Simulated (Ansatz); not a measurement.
I need cell relaxations under several functionals of ScTc₃, space group Fm-3m. Use the Python package of Ansatz (0.2.0). Settings (first run): PBEsol, PAW, the default cutoff (500 eV here), 6×6×6 k-points, Fermi-Dirac smearing of 0.05 eV, D3BJ dispersion.

```
CELL_PARAMETERS angstrom
0.00000 3.12399 3.12399
3.12399 0.00000 3.12399
3.12399 3.12399 0.00000
ATOMIC_POSITIONS crystal
Sc 0.00000 0.00000 0.00000
Tc 0.25000 0.25000 0.25000
Tc 0.75000 0.75000 0.75000
Tc 0.50000 0.50000 0.50000
```

Script `lattice.py`:
```python
'''How the lattice of ScTc3 depends on the functional.'''

import ansatz as az
import numpy as np

config = {
    'occupations': 'fermi_dirac',
    'width_ev': 0.05,
    'tolerance': 1e-09,
    'force_tol': 0.005,
}

def edges_and_angles(cell):
    cell = np.asarray(cell)
    a, b, c = np.linalg.norm(cell, axis=1)
    cosines = cell[1] @ cell[2] / (b * c), cell[0] @ cell[2] / (a * c), cell[0] @ cell[1] / (a * b)
    return (a, b, c, *np.degrees(np.arccos(cosines)))


def main() -> None:
    lattice = az.Lattice.of(
        (0.0, 3.12399, 3.12399),
        (3.12399, 0.0, 3.12399),
        (3.12399, 3.12399, 0.0),
    )
    sites = [
        ('Sc', (0.0, 0.0, 0.0)),
        ('Tc', (0.25, 0.25, 0.25)),
        ('Tc', (0.75, 0.75, 0.75)),
        ('Tc', (0.5, 0.5, 0.5)),
    ]
    cell = az.Crystal(lattice=lattice)
    for symbol, position in sites:
        cell = cell.atom(symbol, position)

    calculation = (
        cell.calculation()
        .occupations(config['occupations'], width=config['width_ev'])
        .scf(tolerance=config['tolerance'])
        .kpoints(6)
        .relax(cell=True, force_tolerance=config['force_tol'])
    )

    levels = [('pbesol', 'd3bj'), ('pbesol', 'none'), ('lda', 'none')]
    print('level            a       b       c    alpha   beta  gamma  V/atom  steps')
    for name, dispersion in levels:
        seen = []
        run = calculation.functional(name, dispersion=dispersion).session().plan()
        res = run.execute(on_event=lambda e: seen.append(e) if e['event'] == 'relax_step' else None)
        cell = res.lattice.cell_ang
        label = name if dispersion == 'none' else f'{name}+{dispersion}'
        print('{:13s} {:7.4f} {:7.4f} {:7.4f} {:6.2f} {:6.2f} {:6.2f}'.format(label, *edges_and_angles(cell)), f'{abs(np.linalg.det(cell)) / len(res.lattice.sites):7.3f} {len(seen):5d}')


if __name__ == '__main__':
    main()
```

```console
$ python lattice.py
level            a       b       c    alpha   beta  gamma  V/atom  steps
DeckWarning: basis.ecutwfc = 500 eV, auto-derived from the records' recommended cutoffs: set by Tc (normal level)
DeckWarning: relax.cell: scf.convergence.dr2_threshold = 1e-9 eV is looser than the 4e-10 eV advised for a relaxation that steers and ends on the stress (1e-10 eV for each atom of the cell: 4). What an SCF threshold leaves in a stress goes as its square root, [...]
pbesol+d3bj    4.3415  4.3415  4.3415  60.00  60.00  60.00  14.466     5
pbesol         4.3816  4.3816  4.3816  60.00  60.00  60.00  14.871     5
lda            4.3498  4.3498  4.3498  60.00  60.00  60.00  14.549     7
```
(Warnings from the package without file and line, shortened.)

From smallest to largest: PBEsol+D3BJ (14.47 Å³ an atom, -5.1 % against the start), LDA (14.55 Å³ an atom, -4.6 % against the start) and PBEsol (14.87 Å³ an atom, -2.4 % against the start). The spread is 2.8 % in volume.

What to keep in mind:
- The run is spin-unpolarised.
- Forces vanish by symmetry, so the ions can't move, and the end may be a saddle.
- Dispersion corrections can be off by several per cent in the lattices of metals, and by several GPa in the pressure at a fixed cell.
- For a metal this k-point mesh is coarse: on a finer one energies can move by several to tens of meV an atom and pressures by half a GPa or more, differences at one mesh by less.
- Edges and angles are those of the cell as typed, here a primitive one, not of the conventional cell.
- This cell is a computed structure, which may not be the phase found in nature.
- Finished in 49 s on 1 thread of Arm Neoverse V1 (shared host), peak memory 0.46 GiB.
